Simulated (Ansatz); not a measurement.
**CH5NS2Sn: how energies converge with the basis set**

How large a basis does CH5NS2Sn need? Two functionals are run in growing sets.

The runs use Ansatz 0.2.0, Gaussian basis; one geometry, several basis sets.

The runs, in order: PBE0-D4/def2-SVP; ωB97M-V/def2-SVP; PBE0-D4/def2-QZVPP; ωB97M-V/def2-QZVPP; the functionals' def2-TZVPP values are taken from earlier runs.

**1. The relaxed structure**

All runs share one geometry, relaxed beforehand with PBE0-D4 in a triple-zeta def2 set. Sn takes the def2 core potential; no spin-orbit term is included.

SMILES `[NH2][SnH]1[S]C[S]1`, 10 atoms, charge 0, spin multiplicity 1.

Atoms are counted from 1 here; the program's logs count them from 0.

Bond lengths: N1–Sn2 2.005 Å, N1–H6 1.011 Å, N1–H7 1.011 Å, Sn2–S3 2.391 Å, Sn2–S5 2.407 Å, Sn2–H8 1.706 Å, S3–C4 1.832 Å, C4–S5 1.830 Å, C4–H9 1.090 Å, C4–H10 1.089 Å. Angles: Sn2–N1–H6 115.5°, Sn2–N1–H7 116.1°, H6–N1–H7 109.7°, N1–Sn2–S3 112.3°, N1–Sn2–S5 119.5°, N1–Sn2–H8 105.7°, S3–Sn2–S5 78.3°, S3–Sn2–H8 120.8°, S5–Sn2–H8 119.0°, Sn2–S3–C4 85.2°, S3–C4–S5 111.6°, S3–C4–H9 108.8°, S3–C4–H10 108.9°, S5–C4–H9 109.1°, S5–C4–H10 108.9°, H9–C4–H10 109.4°, Sn2–S5–C4 84.8°.

**2. PBE0-D4 in def2-SVP**

Contents of in.yaml:

```yaml
crystal:
  periodic: [false, false, false]
  atoms:
    - {symbol: N, position_ang: [-2.240418, -0.695764, -0.100990]}
    - {symbol: Sn, position_ang: [-0.249936, -0.938430, -0.105471]}
    - {symbol: S, position_ang: [0.815844, 0.279836, 1.654974]}
    - {symbol: C, position_ang: [1.689218, 1.162602, 0.308304]}
    - {symbol: S, position_ang: [1.128982, 0.600708, -1.340230]}
    - {symbol: H, position_ang: [-2.562974, 0.254746, -0.217728]}
    - {symbol: H, position_ang: [-2.764036, -1.309670, -0.709526]}
    - {symbol: H, position_ang: [0.010711, -2.614167, -0.291298]}
    - {symbol: H, position_ang: [1.496687, 2.230779, 0.404936]}
    - {symbol: H, position_ang: [2.758921, 0.978161, 0.400030]}
basis:
  gaussian: {orbitals: def2-SVP}
hamiltonian: {xc: pbe0, dispersion: d4}
output: {orbitals: {seedname: orbitals}}
```

The runs that follow: ωB97M-V in def2-SVP; PBE0-D4 in def2-QZVPP; ωB97M-V in def2-QZVPP.

Q: Predict the results of all the runs planned. Wanted: PBE0-D4: double and triple zeta above quadruple; ωB97M-V: double and triple zeta above quadruple.

**Answer**, as computed:

| quantity | value |
| --- | --- |
| PBE0-D4: double and triple zeta above quadruple | 11.90, 0.87 eV |
| ωB97M-V: double and triple zeta above quadruple | 11.94, 0.83 eV |

PBE0-D4 gains 11.03 eV from double to triple zeta, then 0.87 eV more. These are total energies; as a rule much of such shifts cancels in differences, which this series doesn't test. The LUMO of ωB97M-V is positive and keeps falling with the basis (1.13 to 0.54 eV): an unbound level that the basis holds in place.
